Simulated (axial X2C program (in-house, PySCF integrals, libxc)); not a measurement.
# SnS⁺: EOM-IP-CCSD levels

Wanted for SnS⁺: EOM-IP-CCSD levels, at the two-component level.

The runs use an in-house X2C program for linear molecules on PySCF integrals; two-component X2C with atomic mean-field terms, Sn dyall-cv3z, S dyall-av3z.

All values are calculated.

**1. Input**

Contents of task.json:

```json
{
 "zs": [
  50,
  16
 ],
 "q": 1,
 "bas": [
  "dyall-cv3z",
  "dyall-av3z"
 ],
 "r0": 2.24,
 "eom": "ip",
 "rq": 0,
 "thr": -2.0,
 "nmax": 95,
 "grid": [
  1,
  0.96,
  1.045,
  0.92,
  1.09,
  1.15
 ]
}
```

Keys: zs atomic numbers; q charge; bas basis sets; r0 starting distance in Å; eom kind of EOM run; thr threshold in hartree for freezing inner shells (an s shell follows its p shell); nmax most natural virtual spinors; grid distances as factors.

Command:

```console
> python soeom.py task.json out
```

Nuclei are Gaussian, cores are contracted, and the Gaunt term is on.

**2. EOM-IP-CCSD at 2.212 Å**

The scan is centred on the PBE0 minimum at charge 0, found in a step that isn't shown, not on the typed r0.

Reference: the closed shell SnS; 20 electrons correlated and 46 frozen, 82 virtual spinors; roots sought by Ω: 1/2: 4, 3/2: 3, 5/2: 1.

Output:

```text
two-component X2C + atomic mean field  HF
basis functions 191  fitting functions 967  grid points 5082
iter        total energy     max residual
   1      -6568.249154461     3.34e+00
   2      -6569.855928454     3.91e-02
   3      -6569.862444016     7.79e-03
   4      -6569.863755812     1.38e-03
   5      -6569.863866076     3.98e-04
   6      -6569.863878260     3.53e-04
   7      -6569.863883877     1.51e-04
   8      -6569.863885778     6.19e-05
   9      -6569.863886066     1.55e-05
  10      -6569.863886082     6.54e-06
  11      -6569.863886087     4.32e-06
  12      -6569.863886090     2.28e-06
  13      -6569.863886091     3.76e-07
converged
one-electron -9416.23884506  Coulomb 2847.63961405  exact exchange -189.06913940  xc functional 0.00000000  nuclear repulsion 191.38416308  atomic mean-field constant -3.57967876
correlated 20  virtual 258  natural virtual 82  E(MP2) -0.721745141  MP2 remainder -0.100139347
iter   CCSD correlation   residual
   1     -0.581651522   1.76e-01
   2     -0.595436328   8.27e-02
   3     -0.599840471   2.78e-02
   4     -0.599557947   1.06e-02
   5     -0.599611391   4.36e-03
   6     -0.599649100   1.25e-03
   7     -0.599640049   4.75e-04
   8     -0.599645521   1.78e-04
   9     -0.599641509   9.41e-05
  10     -0.599642893   4.48e-05
  11     -0.599642149   1.90e-05
  12     -0.599642294   5.61e-06
  13     -0.599642343   2.09e-06
  14     -0.599642373   9.94e-07
  15     -0.599642375   4.61e-07
(T) -0.019550928  T1 0.0278  D1 0.0554  max T2 0.067
EOM-IP-CCSD roots
2*Omega      energy/Eh   energy/eV  one-particle weight
    1       0.34577940      9.4091      0.934
    1       0.35436780      9.6428      0.950
    1       0.51446216     13.9992      0.813
    1       0.56202317     15.2934      0.000
    3       0.34306658      9.3353      0.933
    3       0.56151392     15.2796      0.000
    3       0.57881665     15.7504      0.000
    5       0.58353914     15.8789      0.000
```

T1 in the output is the amplitude norm over the root of the electron number; divide by √2 for the Lee–Taylor value.

```
  Ω  vertical IE (eV)  above lowest (cm⁻¹)                          spinor  weight
3/2             9.335                    0             78% S pπ, 15% Sn pπ    0.93
1/2             9.409                  600             73% S pπ, 15% Sn pπ    0.93
1/2             9.643                 2480  43% S pσ, 35% Sn pσ, 11% Sn sσ    0.95
1/2            13.999                37620   49% Sn sσ, 31% S pσ, 10% S sσ    0.81
```

It took 18 s on 1 thread of Arm Neoverse V1, shared host; peak memory 1.2 GiB.

**3. EOM-IP-CCSD at 2.123 Å**

```
  Ω  vertical IE (eV)  above lowest (cm⁻¹)                         spinor  weight
1/2             9.600                    0  33% S pσ, 29% Sn pσ, 16% S pπ    0.95
3/2             9.623                  190            76% S pπ, 15% Sn pπ    0.94
1/2             9.743                 1160   57% S pπ, 15% Sn pπ, 9% S pσ    0.94
1/2            13.964                35200  44% Sn sσ, 35% S pσ, 11% S sσ    0.83
```

Wall time 18 s (1 thread of Arm Neoverse V1, shared host); peak memory 1.2 GiB.

**4. EOM-IP-CCSD at 2.312 Å**

```
  Ω  vertical IE (eV)  above lowest (cm⁻¹)                         spinor  weight
3/2             9.039                    0            80% S pπ, 14% Sn pπ    0.93
1/2             9.116                  610            77% S pπ, 15% Sn pπ    0.93
1/2             9.599                 4520  48% S pσ, 36% Sn pσ, 9% Sn sσ    0.95
1/2            14.047                40390  55% Sn sσ, 26% S pσ, 10% S sσ    0.79
```

Wall time 18 s (1 thread of Arm Neoverse V1, shared host); peak memory 1.2 GiB.

**5. EOM-IP-CCSD at 2.035 Å**

| Ω | vertical IE (eV) | above lowest (cm⁻¹) | spinor | weight |
| --- | --- | --- | --- | --- |
| 1/2 | 9.579 | 0 | 37% S pσ, 36% Sn pσ, 16% Sn sσ | 0.95 |
| 3/2 | 9.933 | 2850 | 75% S pπ, 16% Sn pπ | 0.94 |
| 1/2 | 10.040 | 3710 | 71% S pπ, 18% Sn pπ | 0.94 |
| 1/2 | 13.937 | 35150 | 40% Sn sσ, 40% S pσ, 11% S sσ | 0.85 |

Wall time 19 s (1 thread of Arm Neoverse V1, shared host); peak memory 1.2 GiB.

**6. EOM-IP-CCSD at 2.411 Å**

| Ω | vertical IE (eV) | above lowest (cm⁻¹) | spinor | weight |
| --- | --- | --- | --- | --- |
| 3/2 | 8.772 | 0 | 82% S pπ, 13% Sn pπ | 0.93 |
| 1/2 | 8.846 | 590 | 79% S pπ, 15% Sn pπ | 0.93 |
| 1/2 | 9.530 | 6110 | 51% S pσ, 36% Sn pσ, 7% Sn sσ | 0.95 |
| 1/2 | 14.100 | 42970 | 60% Sn sσ, 22% S pσ, 9% S sσ | 0.76 |

Run time: 21 s. Hardware: 1 thread of Arm Neoverse V1, shared host; peak memory 1.2 GiB.

**7. EOM-IP-CCSD at 2.544 Å**

| Ω | vertical IE (eV) | above lowest (cm⁻¹) | spinor | weight |
| --- | --- | --- | --- | --- |
| 3/2 | 8.458 | 0 | 84% S pπ, 11% Sn pπ | 0.92 |
| 1/2 | 8.521 | 510 | 81% S pπ, 14% Sn pπ | 0.92 |
| 1/2 | 9.411 | 7680 | 53% S pσ, 37% Sn pσ | 0.94 |
| 1/2 | 14.164 | 46020 | 67% Sn sσ, 17% S pσ, 7% S sσ | 0.71 |

Wall time 21 s (1 thread of Arm Neoverse V1, shared host); peak memory 1.2 GiB.

**8. Curves of the states**

Energies in eV from the lowest point of the lowest state; states are followed by energy order within each Ω.

| R (Å) | (1)Ω=3/2 | (1)Ω=1/2 | (2)Ω=1/2 | (3)Ω=1/2 |
| --- | --- | --- | --- | --- |
| 2.035 | 1.2466 | 0.8933 | 1.3538 | 5.2509 |
| 2.123 | 0.5804 | 0.5573 | 0.7007 | 4.9217 |
| 2.212 | 0.1968 | 0.2706 | 0.5043 | 4.8607 |
| 2.312 | 0.0079 | 0.0841 | 0.5680 | 5.0155 |
| 2.411 | 0.0000 | 0.0734 | 0.7577 | 5.3275 |
| 2.544 | 0.1677 | 0.2306 | 1.1199 | 5.8733 |

**9. Summary of results**

| quantity | value |
| --- | --- |
| lowest root at 2.212 Å | Ω = 3/2, 9.335 eV |
| next root with a one-particle weight over 0.6 | Ω = 1/2, about 600 cm⁻¹ higher |
| T1 of the reference | 0.020 |

The two lowest roots lie 600 cm⁻¹ apart, inside the method's error for states of unlike make-up: unless they are components of one term, their order isn't settled. Removing an electron from the reference determinant of SnS costs 9.34 eV and empties a spinor of 78% S pπ, 15% Sn pπ. Errors of 0.1 to 0.3 eV are usual at this size, and roots led by higher excitations are left out, as are roots with a one-particle weight under 0.6, so the list is incomplete, and low states of that kind can be missing.
